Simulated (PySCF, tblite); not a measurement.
**C2H10GeOSi: geometry, infrared bands and NMR shifts**

Wanted: the infrared bands and NMR shifts of C2H10GeOSi (`CO[SiH2][CH2][GeH3]`), by calculation.

Computed with tblite 0.8.0 and PySCF 2.14.0, with density-fitted response routines of our own, on a single molecule in the gas phase. Atoms count from 0, in the outputs and in this text.

**1. The starting structure**

15 atoms, charge 0, multiplicity 1; geometry from: force field or distance geometry start.

Bonds of the start (Å): C0–O1 1.37, O1–Si2 1.72, Si2–C3 1.86, C3–Ge4 1.93, C0–H5 1.12, C0–H6 1.12, C0–H7 1.12, Si2–H8 1.48, Si2–H9 1.48, C3–H10 1.12, C3–H11 1.13, Ge4–H12 1.56, Ge4–H13 1.57, Ge4–H14 1.57.

**2. Optimising the geometry with GFN2-xTB**

What the job is given:

```
{"job": {"kind": "relax", "xc": "GFN2-xTB", "basis": "xTB"}, "charge": 0, "multiplicity": 1}
C     -2.884800    -0.290400    -0.037100
O     -1.737700    -0.740000    -0.638200
Si    -0.415600     0.347300    -0.523900
C      1.115600    -0.689700    -0.377100
Ge     2.727800     0.349100    -0.166600
H     -2.805400    -0.154700     1.067200
H     -3.698900    -1.029200    -0.241200
H     -3.236400     0.693900    -0.438400
H     -0.558300     1.287100     0.611800
H     -0.414900     1.131200    -1.781200
H      1.268700    -1.350200    -1.266900
H      0.985100    -1.335000     0.546100
H      3.650800    -0.441600     0.810000
H      3.535500     0.451800    -1.509200
H      2.464100     1.778300     0.417000
```

Command:

```console
OMP_NUM_THREADS=1 python probes_run.py task.json out
```

The driver reads the jobs from task.json and runs them one after another.

**Question.** This job is followed by: GFN2-xTB harmonic vibrations, gas phase; GIAO PBE0/pcSseg-1 NMR shielding, non-relativistic, gas phase. Predict these results of the whole session: strongest single infrared mode (GFN2-xTB); zero-point energy (GFN2-xTB); 13C shifts against TMS (PBE0/pcSseg-1); 1H shifts against TMS (PBE0/pcSseg-1, means over atoms taken as alike); 17O shifts against H2O (PBE0/pcSseg-1); 29Si shifts against TMS (PBE0/pcSseg-1); 73Ge shifts against GeMe4 (PBE0/pcSseg-1).

**Answer**, as computed:

| quantity | value |
| --- | --- |
| strongest single infrared mode (GFN2-xTB) | 787 cm⁻¹, 499 km/mol |
| zero-point energy (GFN2-xTB) | 66.7 kcal/mol |
| 13C shifts against TMS (PBE0/pcSseg-1) | 53.7, -8.3 ppm |
| 1H shifts against TMS (PBE0/pcSseg-1, means over atoms taken as alike) | 4.86, 3.78, 3.42, 0.34 ppm |
| 17O shifts against H2O (PBE0/pcSseg-1) | 3.0 ppm |
| 29Si shifts against TMS (PBE0/pcSseg-1) | -14.4 ppm |
| 73Ge shifts against GeMe4 (PBE0/pcSseg-1) | -255 ppm |

What this shows: Relaxing lowered the energy by 0.516 eV in 106 steps; the close pair that moved most is O1–Si2, from 1.716 to 1.621 Å. No mode is imaginary among the 39: a minimum at this level. The strongest single mode, at 787 cm⁻¹, has its largest shares on H13, H12, Si2 and H14 (the list is cut at 4 atoms). GFN2-xTB is a fitted tight-binding method: band positions and strengths are rough. Its intensities can rank the bands wrongly. At PBE0/pcSseg-1: The largest span, 184 ppm, is at Ge4, where the paramagnetic term is -1169 ppm. Spin-orbit coupling is left out, which matters for shieldings and couplings at and beside the heavy atoms.
